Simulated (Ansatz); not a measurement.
# ZnHCl: functionals against CCSD(T) at one geometry

One table from this session's results is given with a row withheld; the runs are named, their logs left out.

Program: Ansatz 0.2.0, Gaussian basis. Level of theory: single points in def2-TZVPP. These are calculated values, not measurements.

Correlated methods freeze the cores. The 3s and 3p shells of Cu and Zn are frozen; filled d shells are correlated.

## The starting structure

3 atoms, charge 0, spin multiplicity 1.

Atoms are counted from 1 here; the program's logs count them from 0.

Bond lengths: Cl1–Zn2 2.062 Å, Zn2–H3 1.465 Å. Angles: Cl1–Zn2–H3 179.2°.

As a file:

```
Cl    1.5788   -0.5931    0.7964
Zn   -0.1750    0.0248   -0.0950
H    -1.4260    0.4741   -0.7104
```

Set-up of the first run:

run/in.yaml reads:

```yaml
crystal:
  periodic: [false, false, false]
  atoms:
    - {symbol: Cl, position_ang: [1.578800, -0.593100, 0.796400]}
    - {symbol: Zn, position_ang: [-0.175000, 0.024800, -0.095000]}
    - {symbol: H, position_ang: [-1.426000, 0.474100, -0.710400]}
basis:
  gaussian: {orbitals: def2-TZVPP}
correlation: {method: ccsd_t, frozen_orbitals: {Cl: 5, H: 0, Zn: 9}}
output: {forces: true}
```

No record of the launch command was kept for these runs.

Among the steps run: CCSD(T)/def2-TZVPP; PBE0-D4/def2-TZVPP; wB97M-V/def2-TZVPP; r2SCAN-D4/def2-TZVPP; PBE-D4/def2-TZVPP; LC-wPBE/def2-TZVPP; r2SCANh-D4/def2-TZVPP.

One of the session's tables, all rows but one given; the rest of the session is left out.

```
    method  RMS force component (eV/Å)  angle to CCSD(T) forces (°)  dipole (D)
   CCSD(T)                       0.353                    reference        1.59
   PBE0-D4                       0.350                         16.3        1.63
   wB97M-V                       0.340                          7.5        1.62
 r2SCAN-D4                       0.259                         12.7        1.61
    PBE-D4                       0.359                          8.5        1.51
   LC-wPBE                       0.254                         34.2        1.66
r2SCANh-D4                           ?                            ?           ?
```

Q: Estimate the row for r2SCANh-D4 from the others.

The run gave: RMS force component (eV/Å): 0.271; angle to CCSD(T) forces (°): 14.7; dipole (D): 1.64. In the column «RMS force component (eV/Å)» it lies between r2SCAN-D4 (0.259) and wB97M-V (0.340).
